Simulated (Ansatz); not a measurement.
# C2H4BFO: basis-set convergence

How large a basis does C2H4BFO need? Two functionals are run in growing sets.

Method: one geometry, several basis sets; program: Ansatz 0.2.0, Gaussian basis.

Levels to be run: PBE0-D4/def2-SVP; ωB97M-V/def2-SVP; PBE0-D4/def2-QZVPP; ωB97M-V/def2-QZVPP; the functionals' def2-TZVPP values are taken from earlier runs.

## (1) Structure used throughout

All runs share one geometry, relaxed beforehand with PBE0-D4 in a triple-zeta def2 set.

SMILES `O/C=C/BF`, 9 atoms, charge 0, spin multiplicity 1.

Atoms are counted from 1 here; the program's logs count them from 0.

Bond lengths: O1–C2 1.333 Å, O1–H6 0.965 Å, C2–C3 1.343 Å, C2–H7 1.086 Å, C3–B4 1.517 Å, C3–H8 1.090 Å, B4–F5 1.332 Å, B4–H9 1.202 Å. Angles: C2–O1–H6 109.5°, O1–C2–C3 127.4°, O1–C2–H7 110.9°, C3–C2–H7 121.6°, C2–C3–B4 118.5°, C2–C3–H8 119.2°, B4–C3–H8 122.4°, C3–B4–F5 120.7°, C3–B4–H9 122.2°, F5–B4–H9 117.1°.

Coordinates:

| atom | x (Å) | y (Å) | z (Å) |
| --- | --- | --- | --- |
| O1 | -2.01575 | -0.49529 | 0.64494 |
| C2 | -0.79464 | -0.54171 | 0.11127 |
| C3 | 0.13935 | 0.42350 | 0.12383 |
| B4 | 1.47032 | 0.15121 | -0.55112 |
| F5 | 2.42825 | 1.07697 | -0.56521 |
| H6 | -2.15206 | 0.36325 | 1.06325 |
| H7 | -0.61683 | -1.50059 | -0.36671 |
| H8 | -0.08234 | 1.37046 | 0.61532 |
| H9 | 1.71230 | -0.89420 | -1.09257 |

## (2) PBE0-D4 in def2-SVP

in.yaml

```yaml
crystal:
  periodic: [false, false, false]
  atoms:
    - {symbol: O, position_ang: [-2.015748, -0.495289, 0.644945]}
    - {symbol: C, position_ang: [-0.794637, -0.541711, 0.111270]}
    - {symbol: C, position_ang: [0.139349, 0.423500, 0.123825]}
    - {symbol: B, position_ang: [1.470317, 0.151205, -0.551118]}
    - {symbol: F, position_ang: [2.428252, 1.076968, -0.565209]}
    - {symbol: H, position_ang: [-2.152065, 0.363251, 1.063253]}
    - {symbol: H, position_ang: [-0.616829, -1.500591, -0.366712]}
    - {symbol: H, position_ang: [-0.082342, 1.370462, 0.615316]}
    - {symbol: H, position_ang: [1.712303, -0.894196, -1.092569]}
basis:
  gaussian: {orbitals: def2-SVP}
hamiltonian: {xc: pbe0, dispersion: d4}
output: {orbitals: {seedname: orbitals}}
```

On the command line:

```bash
> ansatz run in.yaml --threads 2 --pin off --events-out ev --progress --plain --max-ram 4352MiB
```

Further steps of the session: ωB97M-V in def2-SVP; PBE0-D4 in def2-QZVPP; ωB97M-V in def2-QZVPP.

Before running them: what should the planned runs give, taken together? Wanted: PBE0-D4: double and triple zeta above quadruple; ωB97M-V: double and triple zeta above quadruple.

**Answer**, as computed:

| quantity | value |
| --- | --- |
| PBE0-D4: double and triple zeta above quadruple | 9.29, 0.41 eV |
| ωB97M-V: double and triple zeta above quadruple | 9.55, 0.39 eV |

In words: PBE0-D4 gains 8.88 eV from double to triple zeta, then 0.41 eV more. Total energies overstate the basis error of differences, where much of it tends to cancel.
